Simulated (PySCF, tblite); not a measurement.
# C₄H₈B₂O: geometry, infrared bands and NMR shifts

Aim: predict the infrared bands and NMR shifts of C₄H₈B₂O (`B1C=CCOBC1`).

Programs: tblite 0.8.0 and PySCF 2.14.0, with density-fitted response routines of our own. Each step states its level of theory. These are calculated values for one molecule in the gas phase, unless marked as measured. Atoms are numbered from 0 throughout.

**1. The starting structure**

15 atoms, charge 0, multiplicity 1; geometry from: force field or distance geometry start.

Bonds of the start (Å): B0–C1 1.58, C1–C2 1.32, C2–C3 1.44, C3–O4 1.33, O4–B5 1.40, B5–C6 1.61, C6–B0 1.58, B0–H7 1.20, C1–H8 1.09, C2–H9 1.12, C3–H10 1.14, C3–H11 1.11, B5–H12 1.19, C6–H13 1.09, C6–H14 1.12.

**2. Geometry optimisation with GFN2-xTB**

What the job is given:

```
{"job": {"kind": "relax", "xc": "GFN2-xTB", "basis": "xTB"}, "charge": 0, "multiplicity": 1}
B      1.190400     1.084900    -0.005900
C     -0.346300     1.439500    -0.099600
C     -1.365800     0.598800    -0.061200
C     -1.535000    -0.831400     0.032700
O     -0.514200    -1.682700     0.081100
B      0.806200    -1.345100    -0.251500
C      1.739800    -0.296400     0.528700
H      1.900700     1.749900    -0.710100
H     -0.563400     2.507800    -0.180800
H     -2.337800     1.151500    -0.139300
H     -2.153400    -1.002200     0.975300
H     -2.238300    -1.136500    -0.769100
H      1.178700    -1.429200    -1.377200
H      2.804700    -0.442300     0.355800
H      1.429400    -0.358400     1.599500
```

Run with:

```
$ OMP_NUM_THREADS=1 python probes_run.py task.json out
```

One launch serves the whole session: the jobs run in the order shown.

**Question.** This job is followed by: GFN2-xTB harmonic vibrations, gas phase; GIAO PBE0/pcSseg-1 NMR shielding, non-relativistic, gas phase. What will the session give for the following? strongest single infrared mode (GFN2-xTB); zero-point energy (GFN2-xTB); ¹³C shifts against TMS (PBE0/pcSseg-1); ¹H shifts against TMS (PBE0/pcSseg-1, means over atoms taken as alike); ¹¹B shifts against BF3·OEt2 (PBE0/pcSseg-1); ¹⁷O shifts against H2O (PBE0/pcSseg-1).

As calculated:

```
                                                              quantity                                   value
                             strongest single infrared mode (GFN2-xTB)                   1082 cm⁻¹, 257 km/mol
                                          zero-point energy (GFN2-xTB)                           72.7 kcal/mol
                                ¹³C shifts against TMS (PBE0/pcSseg-1)            158.7, 147.0, 71.8, 43.8 ppm
¹H shifts against TMS (PBE0/pcSseg-1, means over atoms taken as alike)  7.37, 7.26, 7.17, 5.38, 5.15, 2.47 ppm
                           ¹¹B shifts against BF3·OEt2 (PBE0/pcSseg-1)                          69.1, 45.1 ppm
                                ¹⁷O shifts against H2O (PBE0/pcSseg-1)                               223.7 ppm
```

The optimisation took 78 steps and gained 1.386 eV; among the close pairs (by a distance rule), C3–O4 changed most, from 1.330 to 1.414 Å. No mode is imaginary among the 39: a minimum at this level. The strongest single mode, at 1082 cm⁻¹, is spread over several atoms, H12, B5, C6, O4 among them. Unscaled tight-binding wavenumbers are off by several per cent, some by more. Its intensities can rank the bands wrongly. At PBE0/pcSseg-1: Shielding is most anisotropic at O4 (span 420 ppm, paramagnetic term -281 ppm).
